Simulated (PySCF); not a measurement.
# CrH6O6 ([Cr(OH)6]-): the cost of one run

Computed with PySCF 2.14.0 and routines of our own; the level stands in each step. Atoms count from 0.

## 1. The starting structure

13 atoms, charge -1, states of the metal's open shell are computed; geometry from: model geometry, bond lengths from ionic radii.

## 2. Ligand-field states: state-averaged CASSCF

What the job is given:

```
{"job": {"kind": "lf", "basis": {"metal": "x2c-TZVPall", "ligand": "x2c-SVPall"}, "nevpt": true}, "charge": -1, "metal": "Cr", "open_shell": "d1"}
Cr     0.000000     0.000000     0.000000
O      0.000000     0.000000     1.820000
H      0.800000     0.000000     2.360000
O      0.000000     0.000000    -1.820000
H     -0.800000     0.000000    -2.360000
O      1.820000     0.000000     0.000000
H      2.360000     0.800000     0.000000
O     -1.820000     0.000000     0.000000
H     -2.360000    -0.800000     0.000000
O      0.000000     1.820000     0.000000
H      0.000000     2.360000     0.800000
O     -0.000000    -1.820000     0.000000
H     -0.000000    -2.360000    -0.800000
```

Method: state-averaged CASSCF of the metal d shell, SC-NEVPT2 on the averaged canonical orbitals, state-interaction spin-orbit coupling.

On the command line:

```console
$ OMP_NUM_THREADS=1 python lf_run.py task.json out
```

The driver reads the jobs from task.json and runs them one after another.

Q: Estimate the wall time and peak memory of this first job on 1 thread of Arm Neoverse V2, shared host.

About 12 s, with a peak of 0.36 GiB.
